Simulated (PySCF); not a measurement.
**BeMe(NH2): geometry, NMR shifts, electronic excitations, spin-spin couplings and core binding energies**

What NMR shifts, electronic excitations, spin-spin couplings and core binding energies should BeMe(NH2) (`[CH3][Be][NH2]`) show?

The runs use PySCF 2.14.0, with density-fitted response routines of our own; the level of theory stands in each step. All values are computed, except where a source is named. Atoms count from 0, in the outputs and in this text.

## Step 1: The starting structure

8 atoms, charge 0, multiplicity 1; geometry from: GFN2-xTB.

Bonds of the start (Å): Be0–C1 1.73, Be0–N5 1.51, C1–H2 1.09, C1–H3 1.09, C1–H4 1.09, N5–H6 1.01, N5–H7 1.01.

## Step 2: Optimising the geometry at PBE0-D3(BJ)/def2-SVP

The job: settings as JSON, then the geometry in Å.

```
{"job": {"xc": "PBE0", "basis": "def2-SVP", "d3": "d3bj", "grid": 1, "maxiter": 40, "kind": "geom"}, "charge": 0, "multiplicity": 1}
Be     0.010610    -0.009070    -0.310080
C     -0.001530    -0.017480     1.418010
H      0.076390     0.971210     1.866650
H      0.807740    -0.592530     1.864870
H     -0.910090    -0.444960     1.840100
N      0.006290     0.020430    -1.820140
H      0.806980     0.031590    -2.431050
H     -0.796400     0.040810    -2.428360
```

**Question.** This job is followed by: GIAO PBE0/pcSseg-1 NMR shielding, non-relativistic, gas phase; TDDFT CAM-B3LYP/def2-SVPD, vertical, gas phase, core orbitals frozen in the response; B3LYP/pcJ-1 indirect spin-spin coupling, non-relativistic, gas phase; GIAO wB97X-D/pcSseg-1 NMR shielding, non-relativistic, gas phase; delta-SCF UKS SCAN, pcX-2 on the ionised atom (unc-x2c-TZVPall on a metal), pcseg-1 elsewhere, spin-free X2C. What will the session give for the following? rotational constants (main isotopes); 13C shifts against TMS (PBE0/pcSseg-1); 1H shifts against TMS (PBE0/pcSseg-1, means over atoms taken as alike); 15N shifts against NH3 (PBE0/pcSseg-1); shieldings of Be (PBE0/pcSseg-1); lowest singlet (CAM-B3LYP/def2-SVPD); brightest single state of those computed; lowest triplet; largest coupling of the table (B3LYP/pcJ-1); Be1s binding energies, SCAN/pcX-2; C1s binding energies, SCAN/pcX-2; N1s binding energies, SCAN/pcX-2; range of the shift of N5.

The runs gave:

```
                                                              quantity                        value
                                  rotational constants (main isotopes)       111.56, 5.66, 5.58 GHz
                                13C shifts against TMS (PBE0/pcSseg-1)                    -18.9 ppm
1H shifts against TMS (PBE0/pcSseg-1, means over atoms taken as alike)              0.81, -0.65 ppm
                                15N shifts against NH3 (PBE0/pcSseg-1)                     27.7 ppm
                                      shieldings of Be (PBE0/pcSseg-1)                 Be0 88.8 ppm
                                  lowest singlet (CAM-B3LYP/def2-SVPD)  6.13 eV (202 nm), f = 0.070
                              brightest single state of those computed  state 7, 7.72 eV, f = 0.160
                                                        lowest triplet                      5.75 eV
                           largest coupling of the table (B3LYP/pcJ-1)      1J(C,H) C1–H2, 121.6 Hz
                                     Be1s binding energies, SCAN/pcX-2                Be0 119.52 eV
                                      C1s binding energies, SCAN/pcX-2                 C1 289.47 eV
                                      N1s binding energies, SCAN/pcX-2                 N5 404.17 eV
                                              range of the shift of N5             22.3 to 27.7 ppm
```

In words: Over 4 steps the energy fell by 0.053 eV; of the close pairs, Be0–C1 changed most, 1.728 to 1.679 Å. No frequency check was run at this level, so the end point may be a saddle. At PBE0/pcSseg-1: The widest tensor belongs to Be0: span 97 ppm, with a paramagnetic part of -59 ppm. The lowest singlet, at 6.13 eV, is HOMO→LUMO 0.97 and is bright; of the 10 states computed, the strongest absorption comes from state 7 at 7.72 eV (the last state computed is bright too, and its partners may lie past the list). The lowest triplet lies 0.38 eV below the lowest singlet (triplets in Tamm-Dancoff, singlets in full TDDFT). Of the pairs tabulated at B3LYP/pcJ-1, C1–H2 (mean over like pairs) couples most strongly (121.6 Hz; Fermi contact 118.7 Hz). Among the atoms with a shift in every run: Across the 2 runs the shift of N5 moves most, between 22.3 (wB97X-D/pcSseg-1) and 27.7 ppm (PBE0/pcSseg-1). Part of that comes from the computed reference.
